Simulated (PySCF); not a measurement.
# C2H7GeNO: the cost of one run

Programs: PySCF 2.14.0. All values are calculated, for the isolated system unless a continuum is named. Atoms count from 0, parts from 1.

### 1 The system as given

12 atoms, charge 0, multiplicity 1; geometry: GFN2-xTB, rigid scan. Parts: 1 = atoms 0–5, `[OH][GeH3]`, charge 0; 2 = atoms 6–11, `[C-]#[N+]C`, charge 0.

### 2 Counterpoise and decomposition: 2.26 Å

The job: settings as JSON, then the geometry in Å.

```
{"job": {"kind": "inter", "xc": "PBE0", "basis": "def2-SVPD", "disp": "d3bj"}, "charge": 0, "multiplicity": 1, "parts": [{"atoms": "0-5", "charge": 0, "multiplicity": 1}, {"atoms": "6-11", "charge": 0, "multiplicity": 1}]}
O      0.954031     0.855415    -0.850367
Ge    -0.254706     0.234870     0.220154
H      1.442232     0.179476    -1.317516
H     -1.312949    -0.523052    -0.528964
H      0.355967    -0.600179     1.308507
H     -0.830827     1.490552     0.793512
C     -0.421806    -4.079511     0.117372
N      0.066523    -2.823345    -0.236080
C      0.465304    -1.773611    -0.523057
H     -0.689713    -4.077449     1.174933
H     -1.305832    -4.305391    -0.480786
H      0.345462    -4.833560    -0.065191
```

With the program's defaults for keys left out, this is: PBE0-D3(BJ)/def2-SVPD interaction energy, counterpoise and uncorrected, gas phase.

On the command line:

```sh
$ OMP_NUM_THREADS=1 python cluster_run.py task.json out
```

One launch serves the whole session: the jobs run in the order shown.

Q: Estimate the wall time and peak memory of this first job on 1 thread of Arm Neoverse N1, shared host.

About 46 s, with a peak of 0.59 GiB.
